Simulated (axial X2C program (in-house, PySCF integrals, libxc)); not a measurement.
# ZnNa⁺: bond curves with and without spin–orbit coupling

Aim: find the lowest determinant of ZnNa⁺, scan the bond at several levels and fit the constants, once spin-free and once with spin–orbit coupling.

Method: all-electron X2C, Zn dyall-v3z, Na dyall-v3z; program: an in-house X2C program for linear molecules on PySCF integrals.

All values are calculated.

### Step 1. Input

task.json reads:

```json
{"zs": [30, 11], "q": 1, "bas": ["dyall-v3z", "dyall-v3z"], "levels": ["PBE0", "HF", "PBE", "r2SCAN0"], "cc": false, "r0": 2.73, "npts": 10, "nst": 2, "ntry": 6}
```

Keys: zs atomic numbers; q charge; bas basis sets; levels methods (HF also brings MP2); cc coupled cluster on or off; r0 starting distance in Å; npts points asked for on the curve; nst determinants followed; ntry starts of the search.

Run with:

```console
python so2c.py task.json out
```

Spin-free means the one-electron spin-free X2C Hamiltonian; two-component (2c) means X2C with spin–orbit coupling and atomic mean-field two-electron Coulomb and Gaunt terms. Basis: Zn dyall-v3z contracted to [9s10p6d3f2g], Na dyall-v3z contracted to [9s8p4d2f]; Gaussian nuclei, density fitting. Masses: Zn 63.929 u, Na 22.990 u.

Notation: σ, π±, δ± give the projection m of an orbital's angular momentum (0, ±1, ±2), α and β its spin, Λ and M_S the sums; ω is the projection of a spinor's total angular momentum and Ω the sum. Logs are in hartree.

The runs that follow: PBE0, spin-free; HF, spin-free; PBE, spin-free; r2SCAN0, spin-free; PBE0, 2c; HF, 2c; PBE, 2c; r2SCAN0, 2c.

**Question.** What will these runs give? Wanted: for each run, Hamiltonian; Re; ωe; De; μ.

**Answer**, as computed:

Lowest determinant that the search found at its distance, spin-free: M_S = 0, Λ = 0 (closed shell).

Lowest determinant that the search found at its distance, 2c: Ω = 0 (closed shell).

```
Hamiltonian    level  Re (Å)  ωe (cm⁻¹)  De (eV)  μ (D)
  spin-free     PBE0   3.001      130.3    0.442   7.43
  spin-free       HF   3.159      115.9    0.390   7.73
  spin-free      MP2   3.000      126.3    0.372    n/a
  spin-free      PBE   2.984      130.9    0.452   7.46
  spin-free  r2SCAN0   3.022      126.2    0.401   7.65
         2c     PBE0   3.001      130.3    0.443   7.43
         2c       HF   3.160      115.9    0.390   7.74
         2c      MP2   3.000      126.3    0.372    n/a
         2c      PBE   2.984      130.9    0.452   7.46
         2c  r2SCAN0   3.022      126.2    0.401   7.65
```

Dipoles are positive if Na is the positive end and refer to the centre of mass.

What this shows: At MP2, going from spin-free to two-component changes Re by 0 mÅ, ωe by 0.0 %; the spin-free picture holds up (part of it comes from the scalar share of the two-electron terms). De moves by 0.00 eV; both De rest on single-determinant atoms, which can miss part of an open shell's spin–orbit lowering.

De refers to Zn + Na+, each in the lowest determinant found, which need not be this curve's own limit. Each curve is one determinant whose occupation by symmetry is held fixed; it was picked as the lowest of a PBE0 search that is not exhaustive. The closed shell is kept restricted; where the fragments are open shells, the energy then runs too high at long range. Dissociation energies refer to the lowest single-determinant-based atoms at the same level and basis. The meta-GGAs lack a current-density term, which matters for open shells with orbital currents, atoms included.
